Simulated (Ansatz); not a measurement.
**ScCu: response to strain**

ScCu is deformed so: zz strain of +1 %. What stress and forces result, by LAPW, PAW and all-electron datasets made for the crystal?

Program: Ansatz 0.2.0. Level of theory: DFT LDA, scalar-relativistic. These are calculated values, not measurements.

### Step 1. Starting point

The structure is cubic, space group Pm-3m (No. 221). Conventional cell: a = 3.256 Å, b = 3.256 Å, c = 3.256 Å, α = 90.00°, β = 90.00°, γ = 90.00°. Around Sc (site symmetry m-3m) lie 8 Cu at 2.82 Å. Around Cu (site symmetry m-3m) lie 8 Sc at 2.82 Å.

Structure file:

```cif
data_structure
_symmetry_space_group_name_H-M 'Pm-3m'
_symmetry_Int_Tables_number 221
_cell_length_a 3.2560
_cell_length_b 3.2560
_cell_length_c 3.2560
_cell_angle_alpha 90.000
_cell_angle_beta 90.000
_cell_angle_gamma 90.000
_cell_volume 34.52
loop_
_atom_site_label
_atom_site_type_symbol
_atom_site_symmetry_multiplicity
_atom_site_Wyckoff_symbol
_atom_site_fract_x
_atom_site_fract_y
_atom_site_fract_z
_atom_site_occupancy
Sc1 Sc 1 b 0.50000 0.50000 0.50000 1
Cu1 Cu 1 a 0.00000 0.00000 0.00000 1
```

The file gives the conventional cell by its symmetry; the runs use the cell typed in the input.

Atoms are numbered in the order of the input: Sc1, Cu2.

### Step 2. The deformed structure

Space group Pm-3m before, P4/mmm after.

### Step 3. LAPW, all electrons

input.yaml

```yaml
crystal:
  lattice:
    - [3.256, 0.0, 0.0]
    - [0.0, 3.256, 0.0]
    - [0.0, 0.0, 3.28856]
  atoms:
    - { symbol: Sc, position: [0.5, 0.5, 0.5] }
    - { symbol: Cu, position: [0.0, 0.0, 0.0] }
kpoints:
  mp_grid: { grid: [11, 11, 11] }
  band_path:
    path:
      - [0.0, 0.0, 0.0]
      - [0.0, 0.5, 0.0]
      - [0.5, 0.5, 0.0]
      - [0.0, 0.0, 0.0]
      - [0.0, 0.0, 0.5]
      - [0.0, 0.5, 0.5]
      - [0.5, 0.5, 0.5]
      - [0.0, 0.0, 0.5]
      - [0.0, 0.5, 0.0]
    npoints: 5
scf:
  occupations: { method: fermi_dirac, width: 0.05 }
hamiltonian:
  xc: lda
  pseudopotentials: { kind: all_electron, lapw: { basis_error: 0.0005 } }
output:
  forces: true
  stress: true
  eigenvalues: true
```

Command:

```console
$ ansatz run input.yaml --threads 1 --pin off --max-ram 3072MiB --backend cpu --events-out ev --progress --plain --runs-dir out
```

### Step 4. PAW on the default files

input.yaml

```yaml
crystal:
  lattice:
    - [3.256, 0.0, 0.0]
    - [0.0, 3.256, 0.0]
    - [0.0, 0.0, 3.28856]
  atoms:
    - { symbol: Sc, position: [0.5, 0.5, 0.5] }
    - { symbol: Cu, position: [0.0, 0.0, 0.0] }
kpoints:
  mp_grid: { grid: [11, 11, 11] }
scf:
  occupations: { method: fermi_dirac, width: 0.05 }
hamiltonian:
  xc: lda
  pseudopotentials: { kind: paw }
output:
  forces: true
  stress: true
  eigenvalues: true
  efg: { contact_densities: true }
```

### Step 5. Datasets made for this crystal

input.yaml, as its differences from that of step 4:

```diff
@@ -14,3 +14,3 @@
   xc: lda
-  pseudopotentials: { kind: paw }
+  pseudopotentials: { kind: all_electron, datasets: crystal }
 output:
```

(Steps that only read results are left out.)

Before running it: what results should come out? Wanted: pressure; largest shear or deviatoric stress.

As calculated:

| quantity | value |
| --- | --- |
| pressure | LAPW -8.32, PAW -8.33, crystal datasets -8.32 GPa |
| largest shear or deviatoric stress (LAPW) | 0.25 GPa |

**Reading.** The largest part of the stress beyond the pressure is 0.25 GPa in size, in the zz component; the atoms are carried along and not relaxed. No run of the undeformed cell stands beside it, so the pressure holds what the given cell had before the change. PAW: stress within 0.01 GPa of LAPW. Crystal datasets: stress within 0.01 GPa of LAPW.
